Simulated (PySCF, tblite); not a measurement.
# C5H13BSSi: geometry, infrared bands and NMR shifts

What infrared bands and NMR shifts should C5H13BSSi (`CBC1([SiH2]SC)CC1`) show?

Programs: tblite 0.8.0 and PySCF 2.14.0, with density-fitted response routines of our own. Each step states its level of theory. These are calculated values for one molecule in the gas phase, unless marked as measured. Atoms are numbered from 0 throughout.

### 1 The molecule as given

21 atoms, charge 0, multiplicity 1; geometry from: force field or distance geometry start.

Bonds of the start (Å): C0–B1 1.56, B1–C2 1.60, C2–Si3 1.84, Si3–S4 2.15, S4–C5 1.82, C2–C6 1.50, C6–C7 1.51, C7–C2 1.50, C0–H8 1.12, C0–H9 1.11, C0–H10 1.10, B1–H11 1.18, Si3–H12 1.50, Si3–H13 1.46, C5–H14 1.13, C5–H15 1.09, C5–H16 1.13, C6–H17 1.11, C6–H18 1.11, C7–H19 1.10, C7–H20 1.10.

### 2 Geometry optimisation with GFN2-xTB

What the job is given:

```
{"job": {"kind": "relax", "xc": "GFN2-xTB", "basis": "xTB"}, "charge": 0, "multiplicity": 1}
C     -2.434800     1.425800     0.602900
B     -2.114500    -0.089800     0.760200
C     -0.789000    -0.617900     0.032200
Si     0.654300     0.500700     0.217500
S      2.460400    -0.298600    -0.640500
C      3.767600     0.724700     0.100000
C     -1.031800    -1.419800    -1.209500
C     -0.491000    -2.087300     0.027000
H     -1.463800     1.967300     0.697300
H     -2.781900     1.579600    -0.443500
H     -3.152600     1.831500     1.337300
H     -2.818700    -0.917800     1.219100
H      0.906800     0.662000     1.684600
H      0.334500     1.822700    -0.314500
H      3.421500     1.785800    -0.056200
H      4.760300     0.549300    -0.312900
H      3.735900     0.580700     1.215800
H     -0.303000    -1.334400    -2.047900
H     -2.095700    -1.648000    -1.443300
H      0.575400    -2.347400     0.018700
H     -1.148600    -2.652100     0.710100
```

On the command line:

```bash
> OMP_NUM_THREADS=1 python probes_run.py task.json out
```

One launch serves the whole session: the jobs run in the order shown.

**Question.** This job is followed by: GFN2-xTB harmonic vibrations, gas phase; GIAO PBE0/pcSseg-1 NMR shielding, non-relativistic, gas phase. What will the session give for the following? strongest single infrared mode (GFN2-xTB); zero-point energy (GFN2-xTB); ¹³C shifts against TMS (PBE0/pcSseg-1, means over atoms taken as alike); ¹H shifts against TMS (PBE0/pcSseg-1, means over atoms taken as alike); ¹¹B shifts against BF3·OEt2 (PBE0/pcSseg-1); ²⁹Si shifts against TMS (PBE0/pcSseg-1); ³³S shifts against CS2 (PBE0/pcSseg-1).

**Answer**, as computed:

| quantity | value |
| --- | --- |
| strongest single infrared mode (GFN2-xTB) | 2216 cm⁻¹, 393 km/mol |
| zero-point energy (GFN2-xTB) | 103.2 kcal/mol |
| ¹³C shifts against TMS (PBE0/pcSseg-1, means over atoms taken as alike) | 15.9, 15.2, 12.4, 10.0 ppm |
| ¹H shifts against TMS (PBE0/pcSseg-1, means over atoms taken as alike) | 6.64, 5.12, 2.02, 1.42, 1.12, 1.07 ppm |
| ¹¹B shifts against BF3·OEt2 (PBE0/pcSseg-1) | 85.4 ppm |
| ²⁹Si shifts against TMS (PBE0/pcSseg-1) | -13.1 ppm |
| ³³S shifts against CS2 (PBE0/pcSseg-1) | -235 ppm |

What this shows: The optimisation took 112 steps and gained 0.613 eV; among the close pairs (by a distance rule), B1–C2 changed most, from 1.602 to 1.546 Å. All 57 modes are real, so the xTB geometry is a minimum. The strongest single mode, at 2216 cm⁻¹, moves mainly H12 and H13. GFN2-xTB is a fitted tight-binding method: band positions and strengths are rough. Its intensities can rank the bands wrongly. At PBE0/pcSseg-1: The widest tensor belongs to S4: span 273 ppm, with a paramagnetic part of -323 ppm.
